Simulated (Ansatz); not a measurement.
# ZrSi4Pd: the cost of one run

Method: DFT PBE, scalar-relativistic, plane waves, PAW, in Ansatz 0.2.0.

**1. The starting structure**

The structure is hexagonal, space group P6/mmm (No. 191). Conventional cell: a = 5.115 Å, b = 5.115 Å, c = 4.512 Å, α = 90.00°, β = 90.00°, γ = 120.00°. Zr (site symmetry 6/mmm) has 2 Pd at 2.26 Å as nearest neighbours. Around Si (site symmetry 3m) lie 1 Si at 1.60 Å. Pd (site symmetry 6/mmm) is surrounded by 2 Zr at 2.26 Å.

Structure file:

```
Zr Si Pd
1.0
     5.11465    0.00000    0.00000
    -2.55732    4.42942    0.00000
     0.00000    0.00000    4.51153
Zr Si Pd
1 4 1
Direct
  0.00000 0.00000 0.00000
  0.33333 0.66667 0.67785
  0.33333 0.66667 0.32215
  0.66667 0.33333 0.32215
  0.66667 0.33333 0.67785
  0.00000 0.00000 0.50000
```

Recipe of the guess: random cell by space group and Wyckoff sites (P6/mmm, No. 191). The dimensions are guesses.

**2. A first look at the guess**

Input file input.yaml:

```yaml
crystal:
  lattice:
    - [5.11464986, 0.0, 0.0]
    - [-2.55732493, 4.42941671, 0.0]
    - [0.0, 0.0, 4.51153445]
  atoms:
    - { symbol: Zr, position: [0.0, 0.0, 0.0] }
    - { symbol: Si, position: [0.33333333, 0.66666667, 0.67785303] }
    - { symbol: Si, position: [0.33333333, 0.66666667, 0.32214697] }
    - { symbol: Si, position: [0.66666667, 0.33333333, 0.32214697] }
    - { symbol: Si, position: [0.66666667, 0.33333333, 0.67785303] }
    - { symbol: Pd, position: [0.0, 0.0, 0.5] }
basis:
  ecutwfc: 420
kpoints:
  mp_grid: { grid: [6, 6, 4] }
hamiltonian:
  xc: pbe
scf:
  occupations: { method: gaussian, width: 0.1 }
  lower_state_search: "off"
output:
  forces: true
  stress: true
  eigenvalues: true
```

On the command line:

```
$ ansatz run input.yaml --threads 1 --pin off --max-ram 2560MiB --backend cpu --events-out ev --progress --plain --runs-dir out
```

What time and memory should one allow on 1 thread of Intel Xeon 6975P-C (Granite Rapids), shared host?

About 2 s, with a peak of 0.45 GiB.
